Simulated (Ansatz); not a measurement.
**CH2AlNO: how energies converge with the basis set**

An exercise on one series of results from a longer session: the logs are not shown, and one member is left open.

Program: Ansatz 0.2.0, Gaussian basis. Level of theory: one geometry, several basis sets. These are calculated values, not measurements.

Plan: PBE0-D4/def2-SVP; ωB97M-V/def2-SVP; PBE0-D4/def2-QZVPP; ωB97M-V/def2-QZVPP; CCSD(T)/cc-pV(D+d)Z; CCSD(T)/cc-pV(T+d)Z; CCSD(T)/cc-pV(Q+d)Z; the functionals' def2-TZVPP values are taken from earlier runs.

### Structure used throughout

An earlier PBE0-D4 in a triple-zeta def2 set relaxation fixed the geometry.

SMILES `O=C=[N][AlH2]`, 6 atoms, charge 0, spin multiplicity 1.

Atoms are counted from 1 here; the program's logs count them from 0.

Bond lengths: O1–C2 1.166 Å, C2–N3 1.196 Å, N3–Al4 1.770 Å, Al4–H5 1.575 Å, Al4–H6 1.575 Å. Angles: O1–C2–N3 180.0°, C2–N3–Al4 179.7°, N3–Al4–H5 117.5°, N3–Al4–H6 117.5°, H5–Al4–H6 125.0°.

Set-up of the first run:

The input, in.yaml:

```yaml
crystal:
  periodic: [false, false, false]
  atoms:
    - {symbol: O, position_ang: [1.702251, -2.146667, 0.966292]}
    - {symbol: C, position_ang: [1.019684, -1.287664, 0.572523]}
    - {symbol: N, position_ang: [0.319596, -0.406854, 0.168291]}
    - {symbol: Al, position_ang: [-0.716086, 0.900750, -0.422488]}
    - {symbol: H, position_ang: [-1.263762, 0.785836, -1.894827]}
    - {symbol: H, position_ang: [-1.019683, 2.090499, 0.564109]}
basis:
  gaussian: {orbitals: def2-SVP}
hamiltonian: {xc: pbe0, dispersion: d4}
output: {orbitals: {seedname: orbitals}}
```

Command:

```console
$ ansatz run in.yaml --threads 2 --pin off --events-out ev --progress --plain --max-ram 22528MiB --backend cpu
```

Among the steps run: PBE0-D4 in def2-SVP; ωB97M-V in def2-SVP; PBE0-D4 in def2-QZVPP; ωB97M-V in def2-QZVPP.

One table of the session follows, with a row left open; its other results are not shown here.

```
functional       basis  HOMO (eV)  LUMO (eV)
   PBE0-D4    def2-SVP      -8.25      -1.65
   PBE0-D4  def2-TZVPP          ?          ?
   PBE0-D4  def2-QZVPP      -8.36      -1.76
   ωB97M-V    def2-SVP     -10.39       0.07
   ωB97M-V  def2-TZVPP     -10.54      -0.09
   ωB97M-V  def2-QZVPP     -10.56      -0.24
```

**Question.** Estimate the row for PBE0-D4, def2-TZVPP.

The run gave: HOMO (eV): -8.35; LUMO (eV): -1.73. In the column «HOMO (eV)» it lies between PBE0-D4, def2-QZVPP (-8.36) and PBE0-D4, def2-SVP (-8.25).
